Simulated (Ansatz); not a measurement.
## Ba2Tl5V3O12: relaxation of cell and atoms with PBE+D3(BJ)

Ba2Tl5V3O12:

```
Ba V Tl O
1.0
     6.06147    0.00000    0.00000
    -2.48324    5.58450    0.00000
    -2.28447   -2.42817   13.72687
Ba V Tl O
2 3 5 12
Direct
  0.88251 0.01561 0.47320
  0.57886 0.79688 0.88922
  0.26936 0.10580 0.98468
  0.11629 0.55820 0.33914
  0.60807 0.30696 0.66552
  0.48361 0.28991 0.38373
  0.08311 0.07485 0.74869
  0.77279 0.89398 0.17719
  0.29791 0.66599 0.60107
  0.97201 0.46636 0.04740
  0.02458 0.05647 0.04354
  0.16369 0.86975 0.88754
  0.33585 0.37289 0.93818
  0.53308 0.10242 0.04892
  0.42674 0.67762 0.40063
  0.95197 0.64202 0.41211
  0.00696 0.24041 0.32565
  0.08373 0.64865 0.23032
  0.85890 0.33214 0.61652
  0.63673 0.58163 0.72390
  0.56343 0.09920 0.74423
  0.34984 0.20226 0.56862
```

The cell was built by a generator and needn't be a form met in nature.

```json
{
 "Program": "Ansatz 0.2.0",
 "Task": "relaxation of cell and atoms",
 "Functional": "PBE",
 "Dispersion": "D3(BJ)",
 "Potentials or basis": "Ansatz PAW",
 "Cutoff": "420 eV (not typed: the program's choice for these potentials)",
 "k mesh": "4 × 4 × 2",
 "Occupations": "fermi-dirac, width 0.05 eV",
 "Spin": "collinear spin, ferromagnetic start",
 "Starting moments": "[0.0, 0.0, 2.0, 2.0, 2.0, 0.0, 0.0, 0.0, 0.0, 0.0, 0.0, 0.0, 0.0, 0.0, 0.0, 0.0, 0.0, 0.0, 0.0, 0.0, 0.0, 0.0] μB"
}
```

```yaml
Relaxed_volume: 19.47 Å³/atom
Relaxed_cell: a = 5.898 Å, b = 5.982 Å, c = 13.842 Å, α = 95.91°, β = 98.21°, γ = 115.64°
Space_group_after_relaxing_to_0.05_Å: P1 (No. 1)
Energy_gained_by_relaxing: 13.7 meV/atom
Ionic_steps: 26
Pressure_after_relaxing: 0.0 GPa
Largest_force_after_relaxing: 0.011 eV/Å
Band_gap_on_the_k_mesh: 2.81 eV, direct
Net_moment: 0.00 μB per cell
Absolute_moment: 0.00 μB per cell
```

Forces in eV/Å, atoms in the order of the input:
```
Ba  -0.001  0.002  0.002
Ba   0.001 -0.002  0.002
V   -0.005 -0.002  0.000
V    0.001 -0.005 -0.001
V   -0.006 -0.010 -0.001
Tl   0.002  0.000 -0.001
Tl   0.001 -0.002  0.002
Tl   0.000 -0.001 -0.002
Tl  -0.003 -0.001 -0.002
Tl  -0.002  0.001 -0.003
O    0.000 -0.001  0.000
O   -0.001  0.001 -0.003
O    0.001  0.001 -0.001
O    0.003 -0.001  0.003
O   -0.001  0.002  0.002
O    0.003 -0.001  0.002
O   -0.001  0.002  0.001
O   -0.001  0.004  0.001
O    0.004  0.001  0.000
O    0.000  0.005  0.002
O    0.004  0.005 -0.001
O    0.001  0.000 -0.002
```

The path:
| step | energy change (eV) | largest force (eV/Å) | volume (Å³) |
| --- | --- | --- | --- |
| 1 | 0.0000 | 0.0453 | 464.66 |
| 2 | -0.1104 | 0.0974 | 449.64 |
| 3 | -0.1514 | 0.0984 | 440.75 |
| 4 | -0.1744 | 0.1139 | 437.61 |
| 5 | -0.1884 | 0.1517 | 434.25 |
| 6 | -0.1956 | 0.0853 | 432.53 |
| 7 | -0.2034 | 0.1106 | 431.91 |
| 8 | -0.2228 | 0.2550 | 430.82 |
| 9 | -0.2507 | 0.2356 | 429.45 |
| 10 | -0.2776 | 0.3505 | 428.32 |
| 11 | -0.2866 | 0.6258 | 431.05 |
| 12 | -0.3206 | 0.2807 | 430.00 |
| 13 | -0.3304 | 0.1600 | 430.89 |
| 14 | -0.3394 | 0.0776 | 430.90 |
| 15 | -0.3404 | 0.0886 | 430.89 |
| 16 | -0.3436 | 0.0424 | 429.86 |
| 17 | -0.3439 | 0.0132 | 430.86 |
| 18 | -0.3442 | 0.0147 | 430.90 |
| 19 | -0.3443 | 0.0197 | 430.91 |
| 20 | -0.3443 | 0.0118 | 430.97 |
| 21 | -0.3442 | 0.0105 | 431.01 |
| 22 | -0.2991 | 0.0107 | 431.01 |
| 23 | -0.3066 | 0.0241 | 428.25 |
| 24 | -0.3068 | 0.0205 | 428.28 |
| 25 | -0.3068 | 0.0113 | 428.30 |
| 26 | -0.3012 | 0.0113 | 428.30 |

Final structure:
```xyz
22
Lattice="5.8975 -0.0938 0.0376 -2.5025 5.4334 -0.0535 -2.0999 -2.4040 13.4685" Properties=species:S:1:pos:R:3 pbc="T T T"
Ba    4.3775   -1.0781    6.2515
Ba   -0.4583    2.0568   11.8162
V    -1.0382   -1.7755   13.5953
V    -1.3897    2.2534    4.4463
V     1.7038   -0.0148    9.0295
Tl    1.4403    0.4325    3.9916
Tl   -1.1524   -1.4889   10.1275
Tl    1.4732    4.0894    2.2791
Tl   -0.8801    2.1918    7.8976
Tl    4.1221    2.3977    0.6656
O    -0.5840    0.1648    0.5190
O    -2.9985    2.5907   12.3101
O    -1.0817   -0.1851   12.9434
O     2.1118    0.5841    1.4810
O     0.1370    2.8395    4.9883
O     3.3863    2.2408    5.7796
O    -1.1834    0.5523    4.0511
O    -1.9387    3.1959    3.1274
O     3.3173    0.1511    8.4177
O     1.1214    1.4487    9.7415
O     1.7136   -1.2894   10.2069
O     0.6291   -0.4403    7.7486
```

Levels at points of the mesh, in eV from the valence-band top:
Spin up:
```
              k point  band 94  band 95  band 96  band 97  band 98  band 99  band 100  band 101  band 102  band 103
   (0.00, 0.00, 0.00)    -0.62    -0.61    -0.52    -0.26    -0.23     3.06      3.11      3.23      3.43      3.54
  (0.00, 0.00, -0.50)    -0.64    -0.62    -0.49    -0.26    -0.23     3.01      3.16      3.24      3.34      3.53
  (0.00, -0.50, 0.00)    -0.69    -0.48    -0.31    -0.25    -0.07     3.11      3.22      3.37      3.44      3.47
 (0.00, -0.50, -0.50)    -0.68    -0.51    -0.30    -0.24    -0.08     3.18      3.28      3.36      3.45      3.47
  (-0.50, 0.00, 0.00)    -0.64    -0.56    -0.30    -0.26    -0.09     3.09      3.28      3.37      3.42      3.48
 (-0.50, 0.00, -0.50)    -0.65    -0.51    -0.31    -0.25    -0.09     3.02      3.24      3.34      3.44      3.46
 (-0.50, -0.50, 0.00)    -0.69    -0.46    -0.41    -0.10     0.00     2.81      3.27      3.32      3.44      3.46
(-0.50, -0.50, -0.50)    -0.64    -0.53    -0.35    -0.07    -0.06     2.94      3.30      3.32      3.39      3.45
```
Spin down:
| k point | band 95 | band 96 | band 97 | band 98 | band 99 | band 100 | band 101 | band 102 |
| --- | --- | --- | --- | --- | --- | --- | --- | --- |
| (0.00, 0.00, 0.00) | -0.61 | -0.52 | -0.26 | -0.23 | 3.06 | 3.11 | 3.23 | 3.43 |
| (0.00, 0.00, -0.50) | -0.62 | -0.49 | -0.26 | -0.23 | 3.01 | 3.16 | 3.24 | 3.34 |
| (0.00, -0.50, 0.00) | -0.48 | -0.31 | -0.25 | -0.07 | 3.11 | 3.22 | 3.37 | 3.44 |
| (0.00, -0.50, -0.50) | -0.51 | -0.30 | -0.24 | -0.08 | 3.18 | 3.28 | 3.36 | 3.45 |
| (-0.50, 0.00, 0.00) | -0.56 | -0.30 | -0.26 | -0.09 | 3.09 | 3.28 | 3.37 | 3.42 |
| (-0.50, 0.00, -0.50) | -0.51 | -0.31 | -0.25 | -0.09 | 3.02 | 3.24 | 3.34 | 3.44 |
| (-0.50, -0.50, 0.00) | -0.46 | -0.41 | -0.10 | 0.00 | 2.81 | 3.27 | 3.32 | 3.44 |
| (-0.50, -0.50, -0.50) | -0.53 | -0.35 | -0.07 | -0.06 | 2.94 | 3.30 | 3.32 | 3.39 |

Run time: 14 min on 8 threads of Intel(R) Xeon(R) Platinum 8488C (Sapphire Rapids), on a shared host, peak memory 3.4 GiB.

Caveat: the plane-wave basis is chosen anew once the cell has moved, so the energies of steps on either side of that aren't comparable; the pressure holds a Pulay correction of +0.3 GPa for the finite cutoff; spin-orbit coupling is left out, which as a rule narrows the gap of such compounds by several tenths of an eV; the starting moments weren't kept. A k mesh can miss the band edges.
